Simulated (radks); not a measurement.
# Nb²⁺ in [Kr] 4d3: an all-electron calculation

Aim: the levels, the sizes of the orbitals and the parts of the energy of the niobium ion Nb2+.

The numbers are computed with radks (a radial shooting solver on a logarithmic mesh, Libxc functionals) version 1 (scalar-relativistic Kohn-Sham, B86b exchange with PBE correlation, spin-polarised, spherical densities, finite nucleus; open shells are filled with parallel spins first), except any that are marked as measured or tabulated.

**1. Starting point**

* element: niobium (Z = 41)
* charge: +2
* electrons: 39
* configuration: [Kr] 4d3
* nuclear rms radius: 4.324 fm

Outer shells as boxes (Hund's rule):

Nb²⁺
```
[Kr] core
4d [↑ ][↑ ][↑ ][  ][  ]
```

**2. The run**

The run's settings:

```text
Z 41
configuration [Kr] 4d3 5s0 5p0
relativity scalar-relativistic
functional b86_mgc,pbe
spin polarised
nucleus finite rms 4.324 fm
c 137.035999084
```

Launch:

```
$ python run_ks.py task.json out
```

The same process makes all the runs of this session.

What does the calculation give?

**Answer**, as computed:

| quantity | value |
| --- | --- |
| total energy | -3819.40900 hartree |
| exchange-correlation share of it | 3.11 % |
| −T/E | 1.0296 |
| highest occupied level | 4d up, -20.006 eV |
| most extended occupied level | 4d up, <r> = 1.84 bohr |
| radius at density 0.001 e/bohr³ | 3.62 bohr |
| maxima of the radial density | 4 |
| ionisation energy, NIST | 25.040 (semi-emp.) eV |

The radial density shows 4 maxima for 4 occupied principal shells. −T/E is 1.030: with relativity the kinetic term as defined here no longer equals −E. The top level binds by 20.006 eV, 80 % of the NIST ionisation energy of 25.040 eV; the potential of a semilocal functional falls off too fast, so its top eigenvalue is too shallow. Open shells are spherical and high-spin; term and fine-structure splittings are not resolved.
